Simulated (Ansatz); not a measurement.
# TaAl2O4: further runs on a relaxed guess

Computed with Ansatz 0.2.0 (DFT PBE, scalar-relativistic, plane waves, PAW, unless a step's input says otherwise).

### 1 The system as given

It takes space group P4/mmm (No. 123, tetragonal). The conventional cell has a = 5.287 Å, b = 5.287 Å, c = 2.696 Å, α = 90.00°, β = 90.00°, γ = 90.00°. Ta (site symmetry 4/mmm) is surrounded by 8 O at 2.22 Å. Al (site symmetry mmm) has 8 O at 2.31 Å and 2 Ta at 2.64 Å as nearest neighbours. O (site symmetry m2m) has 2 Ta at 2.22 Å and 4 Al at 2.31 Å as nearest neighbours.

Structure file:

```cif
data_structure
_symmetry_space_group_name_H-M 'P 1'
_symmetry_Int_Tables_number 1
_cell_length_a 5.2871
_cell_length_b 5.2871
_cell_length_c 2.6958
_cell_angle_alpha 90.000
_cell_angle_beta 90.000
_cell_angle_gamma 90.000
_cell_volume 75.36
loop_
_atom_site_label
_atom_site_type_symbol
_atom_site_fract_x
_atom_site_fract_y
_atom_site_fract_z
_atom_site_occupancy
Ta1 Ta 0.00000 0.00000 0.00000 1
Al1 Al 0.00000 0.50000 0.00000 1
Al2 Al 0.50000 0.00000 0.00000 1
O1 O 0.23538 0.76462 0.50000 1
O2 O 0.23538 0.23538 0.50000 1
O3 O 0.76462 0.76462 0.50000 1
O4 O 0.76462 0.23538 0.50000 1
```

The cell was relaxed beforehand at this level, from an invented guess; it needn't be the stable form of this composition. At a tolerance of 0.05 Å it has space group P4/mmm (No. 123); it has 10.77 Å³/atom, an uncorrected energy of -1.44 eV/atom over the elements.

### 2 Static run: bands, density of states and charges

Input file input.yaml:

```yaml
crystal:
  lattice:
    - [5.2870905462, 0.0, 0.0]
    - [0.0, 5.2870905462, 0.0]
    - [0.0, 0.0, 2.6958425218]
  atoms:
    - { symbol: Ta, position: [0.0, 0.0, 0.0] }
    - { symbol: Al, position: [0.0, 0.5, 0.0] }
    - { symbol: Al, position: [0.5, 0.0, 0.0] }
    - { symbol: O, position: [0.2353811012, 0.7646188988, 0.5] }
    - { symbol: O, position: [0.2353811012, 0.2353811012, 0.5] }
    - { symbol: O, position: [0.7646188988, 0.7646188988, 0.5] }
    - { symbol: O, position: [0.7646188988, 0.2353811012, 0.5] }
basis:
  ecutwfc: 420
kpoints:
  mp_grid: { grid: [8, 8, 14] }
  band_path:
    path:
      - [[0.0, 0.0, 0.0], [0.0, 0.5, 0.0], [0.5, 0.5, 0.0], [0.0, 0.0, 0.0], [0.0, 0.0, 0.5], [0.0, 0.5, 0.5], [0.5, 0.5, 0.5], [0.0, 0.0, 0.5]]
      - [[0.0, 0.5, 0.0], [0.0, 0.5, 0.5]]
      - [[0.5, 0.5, 0.0], [0.5, 0.5, 0.5]]
    npoints: 14
hamiltonian:
  xc: pbe
scf:
  occupations: { method: gaussian, width: 0.1 }
  n_extra_bands: 17
output:
  forces: true
  stress: true
  eigenvalues: true
  populations: true
  dos: { projected: true, de: 0.02, nscf_kmesh: { grid: [10, 10, 17] } }
  bader: true
  write_density: true
  write_potential: true
  elf: true
  volumetric_format: npy
```

The run is started by

```bash
$ ansatz run input.yaml --threads 1 --pin off --max-ram 2048MiB --backend cpu --events-out ev --progress --plain --runs-dir out
```

Q: Estimate wall time and peak memory on 1 thread of Arm Neoverse V1, shared host.

About 1.8 min, with a peak of 0.59 GiB.
